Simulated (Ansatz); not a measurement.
**Ga₂SiH+ (triplet): the correlation ladder, cc-pVDZ**

One table from this session's results is given with a row withheld; the runs are named, their logs left out.

Computed with Ansatz 0.2.0, Gaussian basis. Level: cc-pVDZ, core rule «outside noble gas», up to 33 orbitals frozen.

To be run: UHF; CCSD(T) on ROHF; CCSD(T) on UHF; BCCD(T) on ROHF; CISD as a restricted active space (open shells left free, so some higher excitations enter); CCSDT(Q) on ROHF; CCSDT(Q) on UHF.

27 further runs of the same task are left out: 2 for a known fault of the program, 13 that didn't finish, 12 set aside as unsound or not needed. Runs told in other sessions of the task aren't counted.

## The system

The geometry is a PBE0/def2-TZVP stationary point (not a proven minimum) of the parent state, kept for this charge and spin. No spin-orbit coupling is included. The filled d shell of Ga may be among the frozen orbitals whatever the setting's name suggests.

4 atoms, charge 1, spin multiplicity 3.

Atoms are counted from 1 here; the program's logs count them from 0.

Bond lengths: Ga1–Si2 2.533 Å, Si2–Ga3 2.533 Å, Si2–H4 1.526 Å. Angles: Ga1–Si2–Ga3 167.3°, Ga1–Si2–H4 96.3°, Ga3–Si2–H4 96.4°.

Geometry (Å):

```
Ga    0.00000   -0.52153    2.51717
Si   -0.00001   -0.24138   -0.00003
Ga    0.00000   -0.52153   -2.51720
H     0.00002    1.28445    0.00006
```

Set-up of the first run:

Input file in.yaml:

```yaml
crystal:
  periodic: [false, false, false]
  atoms:
    - {symbol: Ga, position_ang: [-0.000002, -0.521534, 2.517171]}
    - {symbol: Si, position_ang: [-0.000013, -0.241379, -0.000032]}
    - {symbol: Ga, position_ang: [-0.000002, -0.521533, -2.517195]}
    - {symbol: H, position_ang: [0.000016, 1.284446, 0.000056]}
basis:
  gaussian: {orbitals: cc-pVDZ}
total_charge: 1
magnetization: {spin_polarized: true, initial_magnetization: 2}
hamiltonian: {xc: hf}
output: {orbitals: {seedname: orbitals}}
```

Launch:

```console
$ ansatz run in.yaml --threads 1 --pin off --events-out ev --progress --plain --max-ram 2393MiB
```

Steps of the session up to this table: UHF; CCSD(T) on ROHF; CCSD(T) on UHF; BCCD(T) on ROHF; CISD as a restricted active space (open shells left free, so some higher excitations enter); CCSDT(Q) on ROHF; CCSDT(Q) on UHF.

One of the session's tables, all rows but one given; the rest of the session is left out.

```
   method  from UCCSDT(Q) (meV)
     ROHF               +5693.1
      UHF               +5396.4
     RMP2               +1372.9
     UMP2               +1463.6
     CISD                +804.8
    RCCSD                +276.5
    UCCSD                +265.0
 RCCSD(T)                 +64.9
 UCCSD(T)                 +64.7
  BCCD(T)                 +65.2
   RCCSDT                     ?
   UCCSDT                 +15.2
RCCSDT(Q)                  +4.2
UCCSDT(Q)                     0
```

**Question.** Estimate the row for RCCSDT.

The run gave: from UCCSDT(Q) (meV): +19.4. In the column «from UCCSDT(Q) (meV)» it lies between UCCSDT (+15.2) and UCCSD(T) (+64.7).

Limits of these values: Restricted and unrestricted rows rest on different reference determinants; a gap between their highest levels can come from leftover correlation error, from unlike frozen cores or from another state.
